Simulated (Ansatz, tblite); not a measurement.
**The cluster B4F2: removing and adding an electron**

Aim: the energy of removing and adding an electron for the cluster B4F2, by energy differences, and how well orbital energies stand in for it.

The runs use Ansatz 0.2.0, Gaussian basis; as each input shows.

Plan: charge +1 doublet, at the geometry of the singlet (PBE0-D4/def2-TZVP, PBE-D4/def2-TZVP, r2SCAN-D4/def2-TZVP); charge -1 doublet, at the geometry of the singlet (PBE0-D4/def2-TZVPD, PBE-D4/def2-TZVPD, r2SCAN-D4/def2-TZVPD); the starting singlet's energies come from earlier runs.

1 further run of the same task is left out (it didn't finish). Runs told in other sessions of the task aren't counted.

### Step 1. The structure

The singlet was relaxed beforehand with PBE-D4/def2-SVP. At that level it is the lowest of the isomers that a small search found.

6 atoms, charge 0, spin multiplicity 1.

Atoms are counted from 1 here; the program's logs count them from 0.

Bond lengths: B1–B2 1.758 Å, B1–B3 1.534 Å, B1–F6 1.315 Å, B2–B3 1.631 Å, B2–B4 1.534 Å, B3–B4 1.758 Å, B4–F5 1.315 Å. Angles: B2–B1–B3 58.9°, B2–B1–F6 131.3°, B3–B1–F6 169.7°, B1–B2–B3 53.6°, B1–B2–B4 121.1°, B3–B2–B4 67.4°, B1–B3–B2 67.4°, B1–B3–B4 121.1°, B2–B3–B4 53.6°, B2–B4–B3 58.9°, B2–B4–F5 169.7°, B3–B4–F5 131.3°.

Coordinates:

```xyz
6

B    -0.3295    0.6137    1.2533
B    -0.6691   -0.4554   -0.1003
B     0.6691    0.4555    0.1003
B     0.3296   -0.6138   -1.2533
F     1.0276   -0.8990   -2.3306
F    -1.0276    0.8990    2.3306
```

### Step 2. Charge +1 doublet at the fixed geometry, first pass, PBE0-D4/def2-SVP

File in.yaml:

```yaml
crystal:
  periodic: [false, false, false]
  atoms:
    - {symbol: B, position_ang: [-0.329533, 0.613686, 1.253337]}
    - {symbol: B, position_ang: [-0.669088, -0.455448, -0.100329]}
    - {symbol: B, position_ang: [0.669052, 0.455540, 0.100279]}
    - {symbol: B, position_ang: [0.329559, -0.613775, -1.253294]}
    - {symbol: F, position_ang: [1.027578, -0.898957, -2.330583]}
    - {symbol: F, position_ang: [-1.027568, 0.898954, 2.330591]}
basis:
  gaussian: {orbitals: def2-SVP}
total_charge: 1
magnetization: {spin_polarized: true, initial_magnetization: 1}
hamiltonian: {xc: pbe0, dispersion: d4}
output: {orbitals: {seedname: orbitals}}
```

Launch:

```
> ansatz run in.yaml --threads 4 --pin off --events-out ev --progress --plain --max-ram 3916MiB
```

What it wrote:

```text
Functional definition: PBE0
  name "PBE0"
  cite "Adamo & Barone, J. Chem. Phys. 110, 6158 (1999) doi:10.1063/1.478522"
  cite "Perdew, Burke & Ernzerhof, Phys. Rev. Lett. 77, 3865 (1996) doi:10.1103/PhysRevLett.77.3865"
  parent pbe
  parameter a = 0.25
  parameter kappa = 0.804
  parameter beta = 0.06672455060314922
  exchange = (1 - a)*pbe_x(kappa = kappa, mu = beta*pi^2/3) + a*exact_x
  correlation = pbe_c(beta = beta)
828 factors; integrals over basis functions are off by at most 8.8e-4 eV
mean field evaluation 1: about -8105.6952 eV, gradient 4.5e1 eV
mean field evaluation 2: about -8089.7767 eV, gradient 8.5e1 eV
mean field evaluation 4: about -8112.3930 eV, gradient 1.5e0 eV
mean field evaluation 8: about -8112.6182 eV, gradient 3.7e-2 eV
mean field evaluation 16: about -8112.6182 eV, gradient 9.7e-5 eV
mean field evaluation 32: about -8112.1747 eV, gradient 3.0e0 eV
mean field -8112.61821104 eV, -298.1332203255 hartree, gradient 1.7e-5 eV, S^2 0.755005; 6 other end points of the search recorded, 0 dependent functions left out
reference -8112.61823456 eV, -298.1332211898 hartree; 19, 18 occupied and 65, 66 virtual orbitals, 828 factors
Total energy: -8112.70096172 eV, -298.1362613569 hartree
```

Run time: 2.3 s. Hardware: 4 threads of Arm Neoverse V2, shared host.

Report: HOMO -14.83 eV, LUMO -11.80 eV (over both spins); ⟨S²⟩ 0.755 (pure: 0.75).

### Step 3. Charge +1 doublet at the fixed geometry, PBE0-D4/def2-TZVP

start.molden holds the orbitals of an earlier run on this state, given as this run's starting guess.

Edit in.yaml of step 2 so:

```diff
@@ -10,3 +10,3 @@
 basis:
-  gaussian: {orbitals: def2-SVP}
+  gaussian: {orbitals: def2-TZVP, initial_orbitals: start.molden}
 total_charge: 1
@@ -14,2 +14,3 @@
 hamiltonian: {xc: pbe0, dispersion: d4}
+scf: {omitted_lower_state_checks: [starts]}
 output: {orbitals: {seedname: orbitals}}
```

The command is unchanged.

What it wrote:

```text
Functional definition: PBE0
  name "PBE0"
  cite "Adamo & Barone, J. Chem. Phys. 110, 6158 (1999) doi:10.1063/1.478522"
  cite "Perdew, Burke & Ernzerhof, Phys. Rev. Lett. 77, 3865 (1996) doi:10.1103/PhysRevLett.77.3865"
  parent pbe
  parameter a = 0.25
  parameter kappa = 0.804
  parameter beta = 0.06672455060314922
  exchange = (1 - a)*pbe_x(kappa = kappa, mu = beta*pi^2/3) + a*exact_x
  correlation = pbe_c(beta = beta)
these checks for a lower state are left out or cut short: starts
988 factors; their error is unknown
mean field evaluation 1: about -8118.0161 eV, gradient 1.3e2 eV
mean field evaluation 2: about -8122.0557 eV, gradient 4.2e0 eV
mean field evaluation 4: about -8122.1339 eV, gradient 1.8e-1 eV
mean field evaluation 8: about -8122.1340 eV, gradient 2.6e-5 eV
mean field -8122.13402897 eV, -298.4829201845 hartree, gradient 2.5e-5 eV, S^2 0.755600; 0 other end points of the search recorded, 0 dependent functions left out
reference -8122.13405981 eV, -298.4829213180 hartree; 19, 18 occupied and 167, 168 virtual orbitals, 988 factors
Total energy: -8122.21678698 eV, -298.4859614851 hartree
Checks for a lower state left out: starts
```

It took 6.5 s on 4 threads of Arm Neoverse V2, shared host; peak memory 0.6 GiB.

From the report: HOMO -14.77 eV, LUMO -11.69 eV (over both spins); ⟨S²⟩ 0.756 (pure: 0.75).

### Step 4. Charge +1 doublet at the fixed geometry, PBE-D4/def2-TZVP

Edit in.yaml of step 3 so:

```diff
@@ -13,3 +13,3 @@
 magnetization: {spin_polarized: true, initial_magnetization: 1}
-hamiltonian: {xc: pbe0, dispersion: d4}
+hamiltonian: {xc: pbe, dispersion: d4}
 scf: {omitted_lower_state_checks: [starts]}
```

The command is unchanged.

What it wrote:

```text
Functional definition: PBE
  name "PBE"
  cite "Perdew, Burke & Ernzerhof, Phys. Rev. Lett. 77, 3865 (1996) doi:10.1103/PhysRevLett.77.3865"
  parent pbe
  parameter kappa = 0.804
  parameter beta = 0.06672455060314922
  exchange = pbe_x(kappa = kappa, mu = beta*pi^2/3)
  correlation = pbe_c(beta = beta)
these checks for a lower state are left out or cut short: starts
988 factors; their error is unknown
mean field evaluation 1: about -8122.0221 eV, gradient 6.9e0 eV
mean field evaluation 2: about -8122.1625 eV, gradient 1.9e-1 eV
mean field evaluation 4: about -8122.1529 eV, gradient 2.2e-3 eV
mean field evaluation 8: about -8122.1529 eV, gradient 6.3e-5 eV
mean field -8122.15292952 eV, -298.4836147668 hartree, gradient 2.6e-5 eV, S^2 0.752416; 0 other end points of the search recorded, 0 dependent functions left out
reference -8122.15297206 eV, -298.4836163301 hartree; 19, 18 occupied and 167, 168 virtual orbitals, 988 factors
Total energy: -8122.25192937 eV, -298.4872529443 hartree
Checks for a lower state left out: starts
```

It took 2.2 s on 4 threads of Arm Neoverse V2, shared host.

HOMO -13.53 eV, LUMO -12.48 eV (over both spins); ⟨S²⟩ 0.752 (pure: 0.75).

### Step 5. Charge +1 doublet at the fixed geometry, r2SCAN-D4/def2-TZVP

Edit in.yaml of step 4 so:

```diff
@@ -13,3 +13,3 @@
 magnetization: {spin_polarized: true, initial_magnetization: 1}
-hamiltonian: {xc: pbe, dispersion: d4}
+hamiltonian: {xc: r2scan, dispersion: d4}
 scf: {omitted_lower_state_checks: [starts]}
```

Same command.

What it wrote:

```text
Functional definition: r2SCAN
  name "r2SCAN"
  cite "Furness, Kaplan, Ning, Perdew & Sun, J. Phys. Chem. Lett. 11, 8208 (2020) doi:10.1021/acs.jpclett.0c02405"
  cite "Furness, Kaplan, Ning, Perdew & Sun, J. Phys. Chem. Lett. 11, 9248 (2020) doi:10.1021/acs.jpclett.0c03077"
  parent r2scan
  parameter k0 = 0.174
  parameter k1 = 0.065
  parameter a1 = 4.9479
  exchange = r2scan_x(k0 = k0, k1 = k1, a1 = a1)
  correlation = r2scan_c
these checks for a lower state are left out or cut short: starts
988 factors; their error is unknown
mean field evaluation 1: about -8127.3734 eV, gradient 3.5e0 eV
mean field evaluation 2: about -8127.4095 eV, gradient 5.8e-2 eV
mean field evaluation 4: about -8127.4064 eV, gradient 7.5e-4 eV
mean field evaluation 8: about -8127.4064 eV, gradient 2.0e-5 eV
mean field -8127.40635853 eV, -298.6766747219 hartree, gradient 8.0e-6 eV, S^2 0.755548; 0 other end points of the search recorded, 0 dependent functions left out
reference -8127.40637417 eV, -298.6766752968 hartree; 19, 18 occupied and 167, 168 virtual orbitals, 988 factors
Total energy: -8127.42886711 eV, -298.6775018972 hartree
Checks for a lower state left out: starts
```

It took 11 s on 4 threads of Arm Neoverse V2, shared host.

From the report: HOMO -13.91 eV, LUMO -12.31 eV (over both spins); ⟨S²⟩ 0.756 (pure: 0.75).

### Step 6. Vertical ionisation energy

Charged state less starting state, singlet to doublet; the starting state's energies are those of its earlier runs.

| level | vertical ionisation energy (eV) | time |
| --- | --- | --- |
| PBE-D4/def2-TZVP | +9.25 | 3.5 s |
| r2SCAN-D4/def2-TZVP | +9.27 | 14 s |
| PBE0-D4/def2-TZVP | +9.45 | 8.6 s |

Times add the two runs; a level without a time comes out of a correlated run.

Beside −ε(HOMO) of the starting state:

| level | −ε(HOMO) (eV) | by difference (eV) | mismatch (eV) |
| --- | --- | --- | --- |
| PBE-D4/def2-TZVP | 6.01 | 9.25 | -3.24 |
| r2SCAN-D4/def2-TZVP | 6.19 | 9.27 | -3.08 |
| PBE0-D4/def2-TZVP | 7.20 | 9.45 | -2.26 |

### Step 7. Charge -1 doublet at the fixed geometry, first pass, PBE0-D4/def2-SVP

Edit in.yaml of step 5 so:

```diff
@@ -10,7 +10,6 @@
 basis:
-  gaussian: {orbitals: def2-TZVP, initial_orbitals: start.molden}
-total_charge: 1
+  gaussian: {orbitals: def2-SVP}
+total_charge: -1
 magnetization: {spin_polarized: true, initial_magnetization: 1}
-hamiltonian: {xc: r2scan, dispersion: d4}
-scf: {omitted_lower_state_checks: [starts]}
+hamiltonian: {xc: pbe0, dispersion: d4}
 output: {orbitals: {seedname: orbitals}}
```

Launched as before.

What it wrote:

```text
Functional definition: PBE0
  name "PBE0"
  cite "Adamo & Barone, J. Chem. Phys. 110, 6158 (1999) doi:10.1063/1.478522"
  cite "Perdew, Burke & Ernzerhof, Phys. Rev. Lett. 77, 3865 (1996) doi:10.1103/PhysRevLett.77.3865"
  parent pbe
  parameter a = 0.25
  parameter kappa = 0.804
  parameter beta = 0.06672455060314922
  exchange = (1 - a)*pbe_x(kappa = kappa, mu = beta*pi^2/3) + a*exact_x
  correlation = pbe_c(beta = beta)
828 factors; integrals over basis functions are off by at most 8.8e-4 eV
mean field evaluation 1: about -8118.2860 eV, gradient 3.1e1 eV
mean field evaluation 2: about -8114.5847 eV, gradient 4.4e1 eV
mean field evaluation 4: about -8123.8550 eV, gradient 1.9e0 eV
mean field evaluation 8: about -8124.0657 eV, gradient 1.6e-1 eV
mean field evaluation 16: about -8124.0665 eV, gradient 1.1e-3 eV
mean field -8124.06652275 eV, -298.5539380211 hartree, gradient 5.4e-5 eV, S^2 0.763243; 0 other end points of the search recorded, 0 dependent functions left out
reference -8124.06654744 eV, -298.5539389282 hartree; 20, 19 occupied and 64, 65 virtual orbitals, 828 factors
Total energy: -8124.17515981 eV, -298.5579303595 hartree
```

Run time: 1.2 s. Hardware: 4 threads of Arm Neoverse V2, shared host.

Report: HOMO 0.18 eV, LUMO 3.30 eV (over both spins); ⟨S²⟩ 0.763 (pure: 0.75). Doubts: highest occupied level lies above zero.

### Step 8. Charge -1 doublet at the fixed geometry, PBE0-D4/def2-TZVPD

Edit in.yaml of step 7 so:

```diff
@@ -10,3 +10,3 @@
 basis:
-  gaussian: {orbitals: def2-SVP}
+  gaussian: {orbitals: def2-TZVPD, initial_orbitals: start.molden}
 total_charge: -1
@@ -14,2 +14,3 @@
 hamiltonian: {xc: pbe0, dispersion: d4}
+scf: {omitted_lower_state_checks: [starts]}
 output: {orbitals: {seedname: orbitals}}
```

The command is unchanged.

What it wrote:

```text
Functional definition: PBE0
  name "PBE0"
  cite "Adamo & Barone, J. Chem. Phys. 110, 6158 (1999) doi:10.1063/1.478522"
  cite "Perdew, Burke & Ernzerhof, Phys. Rev. Lett. 77, 3865 (1996) doi:10.1103/PhysRevLett.77.3865"
  parent pbe
  parameter a = 0.25
  parameter kappa = 0.804
  parameter beta = 0.06672455060314922
  exchange = (1 - a)*pbe_x(kappa = kappa, mu = beta*pi^2/3) + a*exact_x
  correlation = pbe_c(beta = beta)
these checks for a lower state are left out or cut short: starts
1054 factors; their error is unknown
mean field evaluation 1: about -8129.1776 eV, gradient 1.3e2 eV
mean field evaluation 2: about -8133.4863 eV, gradient 4.6e0 eV
mean field evaluation 4: about -8133.6817 eV, gradient 2.4e-1 eV
mean field evaluation 8: about -8133.6831 eV, gradient 6.3e-5 eV
mean field -8133.68313797 eV, -298.9073421119 hartree, gradient 6.3e-5 eV, S^2 0.762468; 0 other end points of the search recorded, 0 dependent functions left out
reference -8133.68318109 eV, -298.9073436966 hartree; 20, 19 occupied and 208, 209 virtual orbitals, 1054 factors
Total energy: -8133.79179347 eV, -298.9113351279 hartree
Checks for a lower state left out: starts
```

It took 5.5 s on 4 threads of Arm Neoverse V2, shared host; peak memory 0.61 GiB.

Report: HOMO -0.16 eV, LUMO 2.63 eV (over both spins); ⟨S²⟩ 0.762 (pure: 0.75).

### Step 9. Charge -1 doublet at the fixed geometry, PBE-D4/def2-TZVPD

Edit in.yaml of step 8 so:

```diff
@@ -13,3 +13,3 @@
 magnetization: {spin_polarized: true, initial_magnetization: 1}
-hamiltonian: {xc: pbe0, dispersion: d4}
+hamiltonian: {xc: pbe, dispersion: d4}
 scf: {omitted_lower_state_checks: [starts]}
```

The command is unchanged.

What it wrote:

```text
Functional definition: PBE
  name "PBE"
  cite "Perdew, Burke & Ernzerhof, Phys. Rev. Lett. 77, 3865 (1996) doi:10.1103/PhysRevLett.77.3865"
  parent pbe
  parameter kappa = 0.804
  parameter beta = 0.06672455060314922
  exchange = pbe_x(kappa = kappa, mu = beta*pi^2/3)
  correlation = pbe_c(beta = beta)
these checks for a lower state are left out or cut short: starts
1054 factors; their error is unknown
mean field evaluation 1: about -8133.2685 eV, gradient 6.9e0 eV
mean field evaluation 2: about -8133.3912 eV, gradient 1.5e-1 eV
mean field evaluation 4: about -8133.3839 eV, gradient 4.6e-3 eV
mean field -8133.38390616 eV, -298.8963455457 hartree, gradient 8.7e-5 eV, S^2 0.756740; 0 other end points of the search recorded, 0 dependent functions left out
reference -8133.38396028 eV, -298.8963475345 hartree; 20, 19 occupied and 208, 209 virtual orbitals, 1054 factors
Total energy: -8133.51386740 eV, -298.9011215333 hartree
Checks for a lower state left out: starts
```

It took 3.8 s on 4 threads of Arm Neoverse V2, shared host.

From the report: HOMO 0.82 eV, LUMO 1.83 eV (over both spins); ⟨S²⟩ 0.757 (pure: 0.75). Doubts: highest occupied level lies above zero.

### Step 10. Charge -1 doublet at the fixed geometry, r2SCAN-D4/def2-TZVPD

Edit in.yaml of step 9 so:

```diff
@@ -13,3 +13,3 @@
 magnetization: {spin_polarized: true, initial_magnetization: 1}
-hamiltonian: {xc: pbe, dispersion: d4}
+hamiltonian: {xc: r2scan, dispersion: d4}
 scf: {omitted_lower_state_checks: [starts]}
```

Launched as before.

What it wrote:

```text
Functional definition: r2SCAN
  name "r2SCAN"
  cite "Furness, Kaplan, Ning, Perdew & Sun, J. Phys. Chem. Lett. 11, 8208 (2020) doi:10.1021/acs.jpclett.0c02405"
  cite "Furness, Kaplan, Ning, Perdew & Sun, J. Phys. Chem. Lett. 11, 9248 (2020) doi:10.1021/acs.jpclett.0c03077"
  parent r2scan
  parameter k0 = 0.174
  parameter k1 = 0.065
  parameter a1 = 4.9479
  exchange = r2scan_x(k0 = k0, k1 = k1, a1 = a1)
  correlation = r2scan_c
these checks for a lower state are left out or cut short: starts
1054 factors; their error is unknown
mean field evaluation 1: about -8138.7600 eV, gradient 3.6e0 eV
mean field evaluation 2: about -8138.7915 eV, gradient 4.7e-2 eV
mean field evaluation 4: about -8138.7888 eV, gradient 3.4e-4 eV
mean field -8138.78882698 eV, -299.0949727224 hartree, gradient 1.2e-5 eV, S^2 0.764798; 0 other end points of the search recorded, 0 dependent functions left out
reference -8138.78886263 eV, -299.0949740325 hartree; 20, 19 occupied and 208, 209 virtual orbitals, 1054 factors
Total energy: -8138.81841010 eV, -299.0960598819 hartree
Checks for a lower state left out: starts
```

Run time: 7.5 s. Hardware: 4 threads of Arm Neoverse V2, shared host.

Report: HOMO 0.61 eV, LUMO 2.23 eV (over both spins); ⟨S²⟩ 0.765 (pure: 0.75). Doubts: highest occupied level lies above zero.

### Step 11. Vertical electron affinity

Starting state less charged state (positive: the electron is bound), singlet to doublet; the starting state's energies are those of its earlier runs.

| level | vertical electron affinity (eV) | time |
| --- | --- | --- |
| PBE-D4/def2-TZVPD | +1.99 | 5.8 s |
| r2SCAN-D4/def2-TZVPD | +2.10 | 11 s |
| PBE0-D4/def2-TZVPD | +2.10 | 8 s |

Times add the two runs; a level without a time comes out of a correlated run.

Beside −ε(LUMO) of the starting state:

| level | −ε(LUMO) (eV) | by difference (eV) | mismatch (eV) |
| --- | --- | --- | --- |
| PBE-D4/def2-TZVPD | 4.83 | 1.99 | +2.84 |
| r2SCAN-D4/def2-TZVPD | 4.75 | 2.10 | +2.65 |
| PBE0-D4/def2-TZVPD | 4.01 | 2.10 | +1.90 |

### Step 12. Summary of results

| quantity | value |
| --- | --- |
| vertical ionisation energy, functionals in def2-TZVP | 9.25 (PBE-D4) to 9.45 eV (PBE0-D4) |
| vertical electron affinity, functionals in def2-TZVPD | 1.99 (PBE-D4) to 2.10 eV (PBE0-D4) |

In words: The vertical ionisation energy spans 9.25 to 9.45 eV over the functionals. −ε(HOMO) misses the level's own difference by -2.26 eV at best (PBE0-D4) and -3.24 eV at worst (PBE-D4). The vertical electron affinity spans 1.99 to 2.10 eV over the functionals. The anion's highest level lies above zero where self-interaction lifts it, so diffuse functions weigh on these values. −ε(LUMO) misses the level's own difference by +1.90 eV at best (PBE0-D4) and +2.84 eV at worst (PBE-D4).

The anion's highest level is positive in at least one run, so there the basis alone may hold the extra electron.
